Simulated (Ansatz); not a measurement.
# ZnO: the cost of one run

Computed with Ansatz 0.2.0 (reference: DFT, HSE06, plane waves, PAW, unless a step's input says otherwise).

2 further runs of the same task are left out: 1 for a known fault of the program, 1 that didn't finish.

## (1) The starting structure

The structure is hexagonal, space group P6_3mc (No. 186). Conventional cell: a = 3.235 Å, b = 3.235 Å, c = 5.211 Å, α = 90.00°, β = 90.00°, γ = 120.00°. Zn (site symmetry 3m) has 4 O at 1.97 to 1.98 Å as nearest neighbours. Around O (site symmetry 3m) lie 4 Zn at 1.97 to 1.98 Å.

As a file:

```
Zn O
1.0
     3.23534    0.00000    0.00000
    -1.61767    2.80189    0.00000
     0.00000    0.00000    5.21095
Zn O
2 2
Direct
  0.33333 0.66667 0.99765
  0.66667 0.33333 0.49765
  0.33333 0.66667 0.37735
  0.66667 0.33333 0.87735
```

## (2) The reference run

input.yaml

```yaml
crystal:
  lattice:
    - [3.2353408598, 0.0, 0.0]
    - [-1.6176704299, 2.8018873745, 0.0]
    - [0.0, 0.0, 5.2109518167]
  atoms:
    - { symbol: Zn, position: [0.3333333333, 0.6666666667, -0.0023477537] }
    - { symbol: Zn, position: [0.6666666667, 0.3333333333, 0.4976522463] }
    - { symbol: O, position: [0.3333333333, 0.6666666667, 0.3773477537] }
    - { symbol: O, position: [0.6666666667, 0.3333333333, 0.8773477537] }
kpoints:
  mp_grid: { grid: [6, 6, 2] }
hamiltonian:
  xc: hse06
scf:
  occupations: { method: fixed }
  n_extra_bands: 5
output:
  forces: true
  stress: true
  eigenvalues: true
```

On the command line:

```sh
ansatz run input.yaml --threads 4 --pin off --max-ram 3686MiB --backend cpu --events-out ev --progress --plain --runs-dir out
```

**Question.** How long does this run take on 4 threads of an x86-64 CPU, shared host, and how much memory does it need?

About 10 s, with a peak of 0.96 GiB.
